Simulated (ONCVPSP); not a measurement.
# An ONCV potential for copper, from input to tests

Task: generate the file, and judge it by its errors in other configurations, its logarithmic derivatives, its ghosts and its cutoff.

Program: ONCVPSP 4.0.1.1 (patched build). Reference atom: PBEsol, scalar-relativistic, spherical and spin-unpolarised. All values are calculated.

**1. The design**

Typed settings, in words:

| Property | Result |
| --- | --- |
| element | copper (Cu, Z = 29) |
| type | optimised norm-conserving Vanderbilt (ONCV) |
| frozen core | [Ar] |
| valence charge | 11 |
| reference configuration | 3d10 4s1 |
| partial waves | 4s: rc 2.25 bohr, ncon 4, nbas 9, qcut 3.2 1/bohr, 2 projectors, debl 2.7 Ha; p scattering state at 0.05 Ha: rc 2.10 bohr, ncon 5, nbas 9, qcut 3.2 1/bohr, 3 projectors, debl 0.5 Ha; 3d: rc 1.35 bohr, ncon 5, nbas 10, qcut 12.8 1/bohr, 2 projectors, debl 1.2 Ha; f scattering state at 0.04 Ha: rc 2.15 bohr, ncon 4, nbas 9, qcut 5.9 1/bohr, 2 projectors, debl 2.8 Ha |
| local potential | polynomial inside 1.20 bohr (lpopt 5, dvloc0 0 Ha) |
| core correction | polynomial model core, fcfact 0.7 |

The outer shells as boxes (Hund's rule for the drawing; the calculation is spin-unpolarised):

```
[Ar] core
3d [↑↓][↑↓][↑↓][↑↓][↑↓]
4s [↑ ]
```

The nodes and maxima of the atom's own shells, from an earlier all-electron run, set the scale for the radii.

All-electron outer shells of the reference configuration (PBEsol, scalar-relativistic, ld1.x):

| shell | level (eV) | outermost node (bohr) | outermost maximum (bohr) |
| --- | --- | --- | --- |
| 3p | -72.00 | 0.26 | 0.62 |
| 3d | -5.06 | – | 0.60 |
| 4s | -4.61 | 0.89 | 2.27 |
| 4p | -0.64 | 0.98 | 3.56 |

**2. Generation**

The input, Cu.dat:

```
# ATOM AND REFERENCE CONFIGURATION
# atsym  z   nc   nv     iexc    psfile
  Cu 29.00    5    2  -116133      upf
#
#   n    l    f
    1    0    2.00
    2    0    2.00
    2    1    6.00
    3    0    2.00
    3    1    6.00
    3    2   10.00
    4    0    1.00
#
# PSEUDOPOTENTIAL AND OPTIMIZATION
# lmax
    3
#
#   l,   rc,      ep,       ncon, nbas, qcut
    0    2.25    0.00    4    9    3.20
    1    2.10    0.05    5    9    3.20
    2    1.35    0.00    5   10   12.80
    3    2.15    0.04    4    9    5.90
#
# LOCAL POTENTIAL
# lloc, lpopt,  rc(5),   dvloc0
    4    5    1.20    0.00
#
# VANDERBILT-KLEINMAN-BYLANDER PROJECTORs
# l, nproj, debl
    0    2    2.70
    1    3    0.50
    2    2    1.20
    3    2    2.80
#
# MODEL CORE CHARGE
# icmod, fcfact, rcfact
    1    0.70    0.00
#
# LOG DERIVATIVE ANALYSIS
# epsh1, epsh2, depsh
   -2.00    5.00    0.02
#
# OUTPUT GRID
# rlmax, drl
    6.00    0.01
#
# TEST CONFIGURATIONS
# ncnf
    4
# nvcnf
#   n    l    f
    2
    3    2   10.00
    4    0    0.00
#
    2
    3    2    9.00
    4    0    0.00
#
    2
    3    2    8.00
    4    0    0.00
#
    2
    3    2    9.00
    4    0    1.00
#
```

The run is started by

```console
oncvpsp.x < Cu.dat > Cu.out
```

What does the calculation give? Wanted: cutoffs for 1 and 0.1 mHa per electron, occupied waves; bound ghosts; GHOST(+) flags; largest test error; largest phase difference near zero energy, channels read; rms error of d²Exc/dn², without and with the model core.

As calculated:

| quantity | value |
| --- | --- |
| cutoffs for 1 and 0.1 mHa per electron, occupied waves | 64 Ha and 73 Ha |
| bound ghosts | p at -65.85 eV |
| GHOST(+) flags | s at 46 eV, p at 266 eV, p at 709 eV, p at 1220 eV |
| largest test error (AE − PS) | -53 meV, for 3d9 4s0 (1 test unsolved) |
| largest phase difference near zero energy, channels read | 0.001 rad |
| rms error of d²Exc/dn², without and with the model core | 7.51 and 0.90 mHa |

**Reading.** It has a bound ghost (p), a state that the atom doesn't have, and that rules the file out. By total energies transferability is fair where solved: the largest error is 53 meV on 29.4 eV, for 3d9 4s0. Of the tests 1 gave no usable energy difference, which is a warning in itself. It counts as hard, with 64 Ha needed at the looser tolerance. At the looser tolerance the 3d wave is the slowest; 4s needs 4 Ha. Near zero energy the phases of the channels with partial waves agree within 0.001 rad. The program also flags highly localised states, GHOST(+) (s, p). All of this concerns the isolated atom, not yet a solid.
